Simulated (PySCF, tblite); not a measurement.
**C2H6ClO2Si radical, a small gas-phase stand-in for a defect centre (Si site with back bonds O, Cl, OC): EPR parameters**

Aim: the EPR parameters of `[CH2][Si](O)(Cl)OC`. It is drawn as: carbon radical.

Programs: tblite 0.8.0 and PySCF 2.14.0. All values are calculated, for the isolated system unless a continuum is named. Atoms count from 0, parts from 1.

## Step 1: Starting point

12 atoms, charge 0, multiplicity 2; geometry: distance geometry start.

## Step 2: Geometry optimisation with GFN2-xTB

What the job is given:

```
{"job": {"kind": "relax", "xc": "GFN2-xTB", "basis": "xTB"}, "charge": 0, "multiplicity": 2}
Si    -0.429823    -1.037969     0.130173
O     -0.306120    -2.763933    -0.230430
Cl    -2.057248    -0.223102    -0.949680
O      1.071294    -0.233039    -0.336146
C      1.819387     0.638782     0.466556
C     -0.689858    -0.813485     1.943395
H      0.411460    -3.355798     0.050705
H      1.173298     1.099017     1.147772
H      2.544299     0.071695     1.002453
H      2.277018     1.325179    -0.104461
H     -0.790076     0.149096     2.261275
H     -0.194546    -1.448624     2.566000
```

Method: GFN2-xTB geometry optimisation, gas phase.

Launch:

```console
> OMP_NUM_THREADS=1 python cluster_run.py task.json out
```

This one command runs all jobs of the session in turn.

**Question.** The jobs that follow are: PBE0-D3(BJ)/def2-SVP geometry optimisation, gas phase; UKS B3LYP, IGLO-III on C Cl O Si, pcH-1 on H, non-relativistic, mean-field spin-orbit, GIAO; UKS BHandHLYP, IGLO-III on C Cl O Si, pcH-1 on H, non-relativistic, mean-field spin-orbit, GIAO. Predict: point group; rotational constants (main isotopes); g(iso) (B3LYP); ⟨S²⟩; largest a(iso); potential on the surface of density 0.002 e/bohr³, 1st and 99th percentile.

As calculated:

| quantity | value |
| --- | --- |
| point group | C1 |
| rotational constants (main isotopes) | 2.33, 2.10, 1.60 GHz |
| g(iso) (B3LYP) | 2.00247 |
| ⟨S²⟩ | 0.753 (exact 0.75) |
| largest a(iso) | 13C on C5, 73.8 MHz |
| potential on the surface of density 0.002 e/bohr³, 1st and 99th percentile | -1.10 V and 2.19 V |

In words: The start of the PBE0/def2-SVP relaxation was shaken at random by about 0.01 Å, so part of the energy gained, and of the first lengths quoted, undoes that. Over 8 steps the energy fell by 0.113 eV; of the close pairs, Si0–O1 changed most, 1.595 to 1.642 Å (PBE0/def2-SVP). C5 carries the largest spin population, 1.04 e. The isotropic g lies 0.1 ppt above the free-electron value. The coupling of 13C on C5 runs from 73.8 (B3LYP/IGLO-III+pcH-1) to 94.8 MHz (BHandHLYP/IGLO-III+pcH-1). A capped cluster stands for the solid here, so long-range fields and strain are missing, and bands or shifts of the capping hydrogens have no counterpart in it.
